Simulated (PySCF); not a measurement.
# C3H7ClGe: the cost of one run

Programs: PySCF 2.14.0, with density-fitted response routines of our own. Each step states its level of theory. These are calculated values for one molecule in the gas phase, unless marked as measured. Atoms count from 0, in the outputs and in this text.

### Step 1. The starting structure

12 atoms, charge 0, multiplicity 1; geometry from: GFN2-xTB.

Bonds of the start (Å): Cl0–C1 1.78, C1–C2 1.53, C2–C3 1.54, C3–Ge4 1.99, Ge4–C1 2.00, C1–H5 1.09, C2–H6 1.09, C2–H7 1.09, C3–H8 1.09, C3–H9 1.09, Ge4–H10 1.51, Ge4–H11 1.51.

### Step 2. Ultraviolet spectrum: B3LYP/def2-SVPD

The job: settings as JSON, then the geometry in Å.

```
{"job": {"kind": "uv", "xc": "B3LYP", "basis": "def2-SVPD", "nstates": 8, "ntriplets": 3}, "charge": 0, "multiplicity": 1}
Cl    -0.362751    -1.864357    -1.487410
C     -0.090363    -1.167650     0.129187
C     -1.047082     0.001242     0.376708
C     -0.256694     1.178008    -0.223488
Ge     1.426807     0.124906    -0.059269
H     -0.168209    -1.985822     0.841288
H     -1.155885     0.131461     1.455186
H     -2.039628    -0.138535    -0.052393
H     -0.522999     1.344744    -1.265650
H     -0.374849     2.115240     0.314760
H      2.335838    -0.094111    -1.239295
H      2.257014     0.354189     1.184349
```

Level: TDDFT B3LYP/def2-SVPD, vertical, gas phase, core orbitals frozen in the response.

Run with:

```sh
$ OMP_NUM_THREADS=1 python probes_run.py task.json out
```

This one command runs all jobs of the session in turn.

Q: Estimate the wall time and peak memory of this job on 1 thread of Arm Neoverse N1, shared host.

About 46 s, with a peak of 0.73 GiB.
